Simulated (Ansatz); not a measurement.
Born–Oppenheimer molecular dynamics of a periodic cell of 28 atoms, Mg$_{2}$H$_{2}$O$_{3}$ (host Mg2H2O3, host structure P-3m1). It starts from an unrelaxed structure (largest force component 1.35 eV/Å).

Theory: DFT PBEsol, scalar-relativistic, plane waves, PAW in Ansatz. Settings: cutoff 420 eV, k mesh 2x2x1, fermi-dirac smearing 0.05 eV, no spin polarisation.

```yaml
ensemble: NVT, Langevin thermostat
time_step: 0.5 fs
steps_asked: 80
set_temperature: 900 K
friction: 0.01 /fs
seed: 213744
```

Frames 0.5 fs apart, positions in Å.

Velocities at 0.0 fs (Å/ps):

```
Mg 0.64 -2.64 0.93
Mg -0.54 8.83 5.06
H 2.72 -1.02 21.25
H 20.71 -23.77 -32.87
O 6.96 -2.42 -5.12
O 2.87 -13.69 10.11
O 1.30 -1.54 1.67
Mg 4.61 2.09 -3.79
Mg 0.43 -10.27 -1.26
H 27.86 -26.53 -24.27
H 41.10 15.37 -6.52
O 2.11 -2.98 -6.12
O -3.78 1.61 -6.29
O -3.89 5.46 -1.45
Mg -6.49 -5.59 -7.80
Mg 3.75 8.74 2.88
H -17.46 -36.95 28.66
H -15.75 27.04 -16.63
O -14.40 -1.85 -2.55
O 12.48 3.29 -6.20
O 5.35 1.89 5.56
Mg -9.91 4.51 12.78
Mg -10.09 3.70 -3.62
H 24.80 63.73 -13.79
H 19.80 -13.05 -19.14
O 4.84 5.06 -3.56
O -6.23 -3.65 1.75
O 12.57 -5.71 8.34
```

```xyz
28
Lattice="-3.1159 -5.3968 0.0000 4.6738 -2.6984 0.0000 0.0000 0.0000 7.7871" Properties=species:S:1:pos:R:3 time_fs=0.0 energy_less_start_eV=0.000 T=868
Mg 1.558 -4.497 6.540
Mg 0.000 -3.598 1.247
H 0.000 -3.598 4.412
H 1.558 -4.497 3.375
O 0.000 -3.598 5.411
O 1.558 -4.497 2.376
O 0.000 -5.397 0.000
Mg 0.000 -1.799 6.540
Mg 3.116 -3.598 1.247
H 3.116 -3.598 4.412
H 0.000 -1.799 3.375
O 3.116 -3.598 5.411
O 0.000 -1.799 2.376
O -1.558 -2.698 0.000
Mg 3.116 -1.799 6.540
Mg 1.558 -0.899 1.247
H 1.558 -0.899 4.412
H 3.116 -1.799 3.375
O 1.558 -0.899 5.411
O 3.116 -1.799 2.376
O 1.558 -2.698 0.000
Mg -1.558 -4.497 6.540
Mg 1.558 -6.296 1.247
H 1.558 -6.296 4.412
H -1.558 -4.497 3.375
O 1.558 -6.296 5.411
O -1.558 -4.497 2.376
O 0.000 0.000 0.000
28
Lattice="-3.1159 -5.3968 0.0000 4.6738 -2.6984 0.0000 0.0000 0.0000 7.7871" Properties=species:S:1:pos:R:3 time_fs=0.5 energy_less_start_eV=-0.045 T=897
Mg 1.558 -4.499 6.541
Mg 0.000 -3.593 1.249
H 0.001 -3.599 4.424
H 1.568 -4.510 3.357
O 0.003 -3.599 5.409
O 1.559 -4.504 2.381
O 0.001 -5.397 0.001
Mg 0.003 -1.798 6.539
Mg 3.116 -3.603 1.246
H 3.130 -3.611 4.401
H 0.020 -1.791 3.370
O 3.117 -3.599 5.408
O -0.002 -1.798 2.372
O -1.560 -2.696 -0.001
Mg 3.112 -1.802 6.536
Mg 1.560 -0.895 1.248
H 1.550 -0.918 4.428
H 3.107 -1.785 3.366
O 1.550 -0.900 5.410
O 3.122 -1.797 2.373
O 1.560 -2.697 0.003
Mg -1.563 -4.495 6.547
Mg 1.553 -6.295 1.245
H 1.570 -6.264 4.408
H -1.547 -4.505 3.364
O 1.560 -6.294 5.410
O -1.561 -4.499 2.377
O 0.006 -0.003 0.004
28
Lattice="-3.1159 -5.3968 0.0000 4.6738 -2.6984 0.0000 0.0000 0.0000 7.7871" Properties=species:S:1:pos:R:3 time_fs=1.0 energy_less_start_eV=-0.043 T=920
Mg 1.559 -4.500 6.542
Mg 0.000 -3.588 1.252
H 0.001 -3.601 4.438
H 1.578 -4.522 3.339
O 0.006 -3.600 5.407
O 1.561 -4.511 2.386
O 0.002 -5.398 0.003
Mg 0.005 -1.797 6.537
Mg 3.116 -3.608 1.246
H 3.143 -3.624 4.394
H 0.040 -1.782 3.364
O 3.118 -3.601 5.405
O -0.004 -1.797 2.368
O -1.561 -2.692 -0.003
Mg 3.109 -1.804 6.532
Mg 1.562 -0.891 1.250
H 1.541 -0.935 4.444
H 3.099 -1.769 3.356
O 1.543 -0.901 5.409
O 3.128 -1.795 2.369
O 1.562 -2.696 0.006
Mg -1.568 -4.493 6.553
Mg 1.548 -6.293 1.242
H 1.583 -6.230 4.407
H -1.536 -4.514 3.350
O 1.563 -6.291 5.409
O -1.564 -4.500 2.377
O 0.013 -0.006 0.007
28
Lattice="-3.1159 -5.3968 0.0000 4.6738 -2.6984 0.0000 0.0000 0.0000 7.7871" Properties=species:S:1:pos:R:3 time_fs=1.5 energy_less_start_eV=0.013 T=928
Mg 1.559 -4.502 6.543
Mg 0.000 -3.583 1.254
H 0.000 -3.603 4.453
H 1.589 -4.534 3.322
O 0.010 -3.600 5.405
O 1.563 -4.517 2.390
O 0.003 -5.398 0.004
Mg 0.008 -1.796 6.535
Mg 3.115 -3.613 1.247
H 3.157 -3.637 4.393
H 0.060 -1.774 3.355
O 3.120 -3.603 5.401
O -0.005 -1.797 2.364
O -1.563 -2.689 -0.004
Mg 3.105 -1.806 6.528
Mg 1.563 -0.886 1.251
H 1.530 -0.951 4.460
H 3.092 -1.752 3.343
O 1.534 -0.902 5.407
O 3.133 -1.792 2.365
O 1.565 -2.694 0.009
Mg -1.573 -4.490 6.558
Mg 1.542 -6.291 1.240
H 1.596 -6.197 4.409
H -1.525 -4.524 3.335
O 1.567 -6.288 5.407
O -1.567 -4.500 2.378
O 0.019 -0.009 0.011
28
Lattice="-3.1159 -5.3968 0.0000 4.6738 -2.6984 0.0000 0.0000 0.0000 7.7871" Properties=species:S:1:pos:R:3 time_fs=2.0 energy_less_start_eV=0.113 T=877
Mg 1.559 -4.503 6.543
Mg 0.000 -3.578 1.256
H -0.001 -3.605 4.467
H 1.600 -4.548 3.308
O 0.013 -3.602 5.403
O 1.565 -4.523 2.395
O 0.003 -5.399 0.006
Mg 0.012 -1.795 6.533
Mg 3.115 -3.617 1.248
H 3.171 -3.649 4.395
H 0.078 -1.767 3.343
O 3.122 -3.604 5.397
O -0.007 -1.797 2.360
O -1.564 -2.685 -0.006
Mg 3.102 -1.809 6.524
Mg 1.565 -0.882 1.253
H 1.516 -0.966 4.472
H 3.088 -1.736 3.328
O 1.526 -0.903 5.407
O 3.138 -1.790 2.361
O 1.568 -2.693 0.012
Mg -1.579 -4.487 6.564
Mg 1.537 -6.289 1.239
H 1.608 -6.165 4.414
H -1.516 -4.535 3.322
O 1.571 -6.285 5.405
O -1.570 -4.500 2.378
O 0.025 -0.012 0.013
28
Lattice="-3.1159 -5.3968 0.0000 4.6738 -2.6984 0.0000 0.0000 0.0000 7.7871" Properties=species:S:1:pos:R:3 time_fs=2.5 energy_less_start_eV=0.220 T=850
Mg 1.559 -4.505 6.543
Mg 0.000 -3.573 1.258
H -0.002 -3.607 4.478
H 1.612 -4.561 3.300
O 0.016 -3.603 5.402
O 1.568 -4.529 2.399
O 0.003 -5.398 0.007
Mg 0.015 -1.794 6.530
Mg 3.115 -3.621 1.249
H 3.184 -3.661 4.400
H 0.097 -1.762 3.328
O 3.123 -3.606 5.393
O -0.008 -1.797 2.357
O -1.565 -2.682 -0.008
Mg 3.098 -1.811 6.519
Mg 1.567 -0.878 1.254
H 1.504 -0.979 4.480
H 3.084 -1.721 3.312
O 1.518 -0.904 5.407
O 3.143 -1.787 2.356
O 1.570 -2.692 0.015
Mg -1.584 -4.484 6.569
Mg 1.531 -6.288 1.237
H 1.621 -6.135 4.422
H -1.508 -4.549 3.313
O 1.573 -6.282 5.403
O -1.573 -4.500 2.379
O 0.031 -0.015 0.016
28
Lattice="-3.1159 -5.3968 0.0000 4.6738 -2.6984 0.0000 0.0000 0.0000 7.7871" Properties=species:S:1:pos:R:3 time_fs=3.0 energy_less_start_eV=0.284 T=847
Mg 1.560 -4.506 6.542
Mg -0.001 -3.568 1.260
H -0.001 -3.608 4.483
H 1.626 -4.574 3.299
O 0.019 -3.604 5.401
O 1.570 -4.535 2.402
O 0.004 -5.397 0.009
Mg 0.019 -1.792 6.528
Mg 3.114 -3.625 1.250
H 3.197 -3.673 4.407
H 0.115 -1.758 3.311
O 3.125 -3.607 5.389
O -0.009 -1.798 2.353
O -1.567 -2.678 -0.011
Mg 3.094 -1.813 6.514
Mg 1.568 -0.874 1.256
H 1.491 -0.991 4.481
H 3.079 -1.707 3.296
O 1.509 -0.905 5.407
O 3.148 -1.784 2.352
O 1.573 -2.692 0.017
Mg -1.589 -4.481 6.574
Mg 1.526 -6.286 1.235
H 1.633 -6.104 4.433
H -1.501 -4.560 3.307
O 1.576 -6.278 5.402
O -1.576 -4.501 2.380
O 0.037 -0.017 0.019
28
Lattice="-3.1159 -5.3968 0.0000 4.6738 -2.6984 0.0000 0.0000 0.0000 7.7871" Properties=species:S:1:pos:R:3 time_fs=3.5 energy_less_start_eV=0.287 T=834
Mg 1.560 -4.508 6.542
Mg -0.001 -3.563 1.262
H 0.000 -3.609 4.483
H 1.641 -4.587 3.309
O 0.022 -3.605 5.400
O 1.573 -4.542 2.403
O 0.005 -5.396 0.010
Mg 0.024 -1.791 6.526
Mg 3.114 -3.629 1.251
H 3.210 -3.686 4.416
H 0.134 -1.756 3.294
O 3.127 -3.608 5.385
O -0.009 -1.799 2.350
O -1.567 -2.675 -0.012
Mg 3.091 -1.816 6.510
Mg 1.569 -0.870 1.257
H 1.478 -1.003 4.477
H 3.074 -1.693 3.280
O 1.501 -0.906 5.409
O 3.153 -1.781 2.346
O 1.576 -2.691 0.019
Mg -1.594 -4.478 6.579
Mg 1.521 -6.284 1.233
H 1.645 -6.074 4.446
H -1.494 -4.570 3.305
O 1.579 -6.274 5.400
O -1.579 -4.501 2.380
O 0.043 -0.020 0.022
```

Of the whole run (40 fs, mean temperature of the second half 551 K): The mean temperature of the second half is 39 % below the set value. A run of 0.04 ps of so small a system gives no equilibrium averages. Limits of this set-up: coarse k mesh.

Time of the run: 6.4 min on 1 thread of Arm Neoverse V2 (shared host), peak memory 0.56 GiB.
